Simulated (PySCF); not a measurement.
# ClF3Zr (ZrClF3): the cost of one run

Programs: PySCF 2.14.0, with density-fitted response routines of our own. Each step states its level of theory. These are calculated values for one molecule in the gas phase, unless marked as measured. Atoms count from 0, in the outputs and in this text.

## Step 1: Starting geometry

5 atoms, charge 0, multiplicity 1; geometry from: GFN2-xTB. The atoms were then displaced at random by about 0.03 Å, so the start is not that level's minimum.

Bonds of the start (Å): Zr0–Cl1 2.23, Zr0–F2 1.74, Zr0–F3 1.90, Zr0–F4 1.84.

## Step 2: Geometry optimisation at PBE0-D3(BJ)/def2-SVP

The job: settings as JSON, then the geometry in Å.

```
{"job": {"xc": "PBE0", "basis": "def2-SVP", "d3": "d3bj", "grid": 1, "maxiter": 40, "shake": 0.03, "kind": "geom"}, "charge": 0, "multiplicity": 1}
Zr     0.060790    -0.075640    -0.148240
Cl    -0.009580    -0.028100     2.076470
F      1.713250     0.001970    -0.673330
F     -0.794520     1.547320    -0.636970
F     -0.895080    -1.556030    -0.680050
```

Command:

```bash
OMP_NUM_THREADS=1 python probes_run.py task.json out
```

This one command runs all jobs of the session in turn.

Q: Estimate the wall time and peak memory of this first job on 1 thread of AMD EPYC 7R43, shared host.

About 69 s, with a peak of 0.36 GiB.
